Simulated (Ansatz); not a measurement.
# C8H8O: the cost of one run

Program: Ansatz 0.2.0, Gaussian basis. Level of theory: the settings change from run to run. These are calculated values, not measurements.

## 1. The geometry

The geometry comes from an earlier relaxation with PBE0-D4 in a triple-zeta def2 set; it is a stationary point, not always the lowest conformer.

SMILES `c1ccc2c(c1)CCO2`, 17 atoms, charge 0, spin multiplicity 1.

Atoms are counted from 1 here; the program's logs count them from 0.

Bond lengths: C1–C2 1.388 Å, C1–C6 1.392 Å, C1–H10 1.083 Å, C2–C3 1.391 Å, C2–H11 1.084 Å, C3–C4 1.381 Å, C3–H12 1.083 Å, C4–C5 1.389 Å, C4–O9 1.355 Å, C5–C6 1.380 Å, C5–C7 1.501 Å, C6–H13 1.085 Å, C7–C8 1.533 Å, C7–H14 1.095 Å, C7–H15 1.091 Å, C8–O9 1.437 Å, C8–H16 1.090 Å, C8–H17 1.095 Å. Angles: C2–C1–C6 120.3°, C2–C1–H10 119.8°, C6–C1–H10 119.9°, C1–C2–C3 121.3°, C1–C2–H11 119.5°, C3–C2–H11 119.1°, C2–C3–C4 117.3°, C2–C3–H12 121.8°, C4–C3–H12 120.9°, C3–C4–C5 122.2°, C3–C4–O9 124.6°, C5–C4–O9 113.2°, C4–C5–C6 119.9°, C4–C5–C7 107.7°, C6–C5–C7 132.4°, C1–C6–C5 119.0°, C1–C6–H13 120.3°, C5–C6–H13 120.7° and more.

## 2. BLYP/cc-pVDZ

Set apart from the defaults: charge -1, multiplicity 2, high accuracy.

The input, in.yaml:

```yaml
crystal:
  periodic: [false, false, false]
  atoms:
    - {symbol: C, position_ang: [1.634588, 0.656786, -1.487347]}
    - {symbol: C, position_ang: [2.244718, -0.344363, -0.743740]}
    - {symbol: C, position_ang: [1.560262, -1.016232, 0.263212]}
    - {symbol: C, position_ang: [0.248945, -0.647720, 0.493269]}
    - {symbol: C, position_ang: [-0.380763, 0.347152, -0.243326]}
    - {symbol: C, position_ang: [0.309218, 1.005185, -1.240776]}
    - {symbol: C, position_ang: [-1.802369, 0.434517, 0.229999]}
    - {symbol: C, position_ang: [-1.737120, -0.399276, 1.515226]}
    - {symbol: O, position_ang: [-0.554973, -1.210674, 1.427254]}
    - {symbol: H, position_ang: [2.191939, 1.168121, -2.262887]}
    - {symbol: H, position_ang: [3.277040, -0.606626, -0.945774]}
    - {symbol: H, position_ang: [2.029843, -1.795139, 0.850796]}
    - {symbol: H, position_ang: [-0.171101, 1.781871, -1.826253]}
    - {symbol: H, position_ang: [-2.485034, -0.004976, -0.504808]}
    - {symbol: H, position_ang: [-2.136922, 1.455201, 0.423290]}
    - {symbol: H, position_ang: [-2.587981, -1.065629, 1.654135]}
    - {symbol: H, position_ang: [-1.640310, 0.241781, 2.397750]}
basis:
  gaussian: {orbitals: cc-pVDZ}
total_charge: -1
magnetization: {spin_polarized: true, initial_magnetization: 1}
hamiltonian: {xc: {name: BLYP}}
accuracy: high
output: {forces: true}
```

On the command line:

```console
$ ansatz run in.yaml --threads 2 --pin off --events-out ev --progress --plain --max-ram 32768MiB --backend cpu
```

**Question.** How long does this run take on 2 threads of AMD EPYC 7R13, shared host, and how much memory does it need?

About 29 s, with a peak of 1 GiB.
